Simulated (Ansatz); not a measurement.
# HfO2: the cost of one run

Program: Ansatz 0.2.0. Level of theory: UKS PBE-D4/def2-SVP. These are calculated values, not measurements.

## (1) The starting structure

Bond lengths: O1–Hf2 1.784 Å, Hf2–O3 1.784 Å. Angles: O1–Hf2–O3 112.5°.

As a file:

```xyz
3

O     0.6945    1.2855    0.4176
Hf    0.3342   -0.4600    0.3371
O    -1.0287   -0.8256   -0.7546
```

## (2) Preparing the start

The input, input.yaml:

```yaml
crystal:
  periodic: [false, false, false]
  atoms:
    - { symbol: O, position_ang: [0.6945, 1.28554, 0.41758] }
    - { symbol: Hf, position_ang: [0.33416, -0.45996, 0.33705] }
    - { symbol: O, position_ang: [-1.02866, -0.82558, -0.75463] }
magnetization:
  spin_polarized: true
basis:
  gaussian: { orbitals: def2-SVP }
hamiltonian:
  xc: pbe
  dispersion: d4
relax:
  f_tol: 0.02
  max_steps: 40
```

Started as:

```
ansatz run input.yaml --threads 1 --pin off --max-ram 2048MiB --backend cpu --events-out ev --progress --plain --runs-dir out
```

What time and memory should one allow on 1 thread of Arm Neoverse V2, shared host?

About 18 s, with a peak of 0.13 GiB.
